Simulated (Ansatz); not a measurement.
Task: a comparison of enthalpies under pressure of two structures of Zn, with Ansatz 0.2.0, Python API. Give the script and its output. Settings (first run): LDA, norm-conserving potentials, the default cutoff (1143 eV here), 7×7×4 k-points, Fermi-Dirac smearing of 0.05 eV.

`transition.py`:
```python
"""Pressure at which two phases of Zn cross."""

import ansatz as az
import numpy as np
from tabulate import tabulate

PHASES = {
    "P6_3/mmc": (
        [(2.67, 0.0, 0.0), (-1.335, 2.31228783, 0.0), (0.0, 0.0, 4.966)],
        [
            ("Zn", (1 / 3, 2 / 3, 0.25)),
            ("Zn", (2 / 3, 1 / 3, 0.75)),
        ],
    ),
    "Im-3m": (
        [(-1.569037, 1.569037, 1.569037), (1.569037, -1.569037, 1.569037), (1.569037, 1.569037, -1.569037)],
        [
            ("Zn", (0.0, 0.0, 0.0)),
        ],
    ),
}


def build(vectors, sites):
    crystal = az.Crystal(lattice=az.Lattice.of(vectors))
    for symbol, position in sites:
        crystal = crystal.atom(symbol, position)
    return crystal


def solve(name, crystal, pressure=0.0):
    calc = crystal.calculation()
    calc = calc.functional("lda")
    calc = calc.scf(tolerance=1e-07, extra_bands=16).pseudopotentials("nc")
    calc = calc.kpoints(spacing=0.39).occupations("fermi_dirac", width=0.05)
    calc = calc.relax(force_tolerance=0.01, cell=True, pressure=pressure)
    return calc.run(threads=1)


def volume_per_atom(outcome):
    return abs(np.linalg.det(outcome.lattice.cell_ang)) / len(outcome.lattice.sites)

phases = {name: build(*cell) for name, cell in PHASES.items()}

# H = E + PV, with 1 eV per cubic angstrom equal to 160.2 GPa
pressures = [0, 20, 40, 60]
enthalpy, volume = {name: [] for name in phases}, {name: [] for name in phases}
for p in pressures:
    for name, crystal in phases.items():
        o = solve(name, crystal, pressure=p)
        volume[name].append(volume_per_atom(o))
        enthalpy[name].append(o.report["energy_sigma0_ev"] / len(o.lattice.sites) + p * volume[name][-1] / 160.21766)
gap = np.array(enthalpy["Im-3m"]) - np.array(enthalpy["P6_3/mmc"])
rows = [(p, va, vb, 1000 * d) for p, va, vb, d in zip(pressures, volume["P6_3/mmc"], volume["Im-3m"], gap)]
print(tabulate(rows, headers=["P (GPa)", "V P6_3/mmc (A^3/atom)", "V Im-3m (A^3/atom)", "H(Im-3m) - H(P6_3/mmc) (meV/atom)"], floatfmt=".4f", tablefmt="github"))
crossings = [p0 - g0 * (p1 - p0) / (g1 - g0) for p0, p1, g0, g1 in zip(pressures, pressures[1:], gap, gap[1:]) if g0 * g1 < 0]
print("crossing near", [round(float(p), 1) for p in crossings], "GPa") if crossings else print("no crossing in this range")
```

Running `python transition.py` prints:
```text
DeckWarning: basis.ecutwfc = 1142.878222 eV, auto-derived from the records' recommended cutoffs: set by Zn (normal level)
DeckWarning: relax.cell: scf.convergence.dr2_threshold = 1e-7 eV (the SCF's general default) is looser than the 2e-10 eV advised for a relaxation that steers and ends on the stress (1e-10 eV for each atom of the cell: 2). What an SCF threshold leaves in a [...]
DeckWarning: relax.cell: scf.convergence.dr2_threshold = 1e-7 eV (the SCF's general default) is looser than the 1e-10 eV advised for a relaxation that steers and ends on the stress (1e-10 eV for each atom of the cell: 1). What an SCF threshold leaves in a [...]
|   P (GPa) |   V P6_3/mmc (A^3/atom) |   V Im-3m (A^3/atom) |   H(Im-3m) - H(P6_3/mmc) (meV/atom) |
|-----------|-------------------------|----------------------|-------------------------------------|
|         0 |                 13.5578 |              13.4413 |                            137.5539 |
|        20 |                 11.6974 |              11.7643 |                            130.6872 |
|        40 |                 10.7733 |              10.8271 |                            138.7730 |
|        60 |                 10.1349 |              10.1787 |                            144.8463 |
no crossing in this range
```
(Warnings from the package without file and line, shortened.)

Caveats:
- The settings weren't tested for convergence.
- At a fixed pressure a relaxation lowers the enthalpy F + PV, while F alone can rise.
- For the metals among these phases the mesh is modest: differences between phases can be off by up to 40 meV an atom.
- Of the deposited cell: the entry's cell lengths or inner coordinates differ somewhat from later room-temperature determinations.
- The cells come from databases of deposited and of computed structures, and not all need be stable phases.
- Only these two structures are compared, at zero temperature and with their symmetry kept; either may be hypothetical, and another phase may be lower than both. Differences under about 40 meV an atom lie within the error of mesh and functional.
- Run time: 2.6 min on 1 thread of Arm Neoverse V2, with other jobs on the host, peak memory 0.41 GiB.
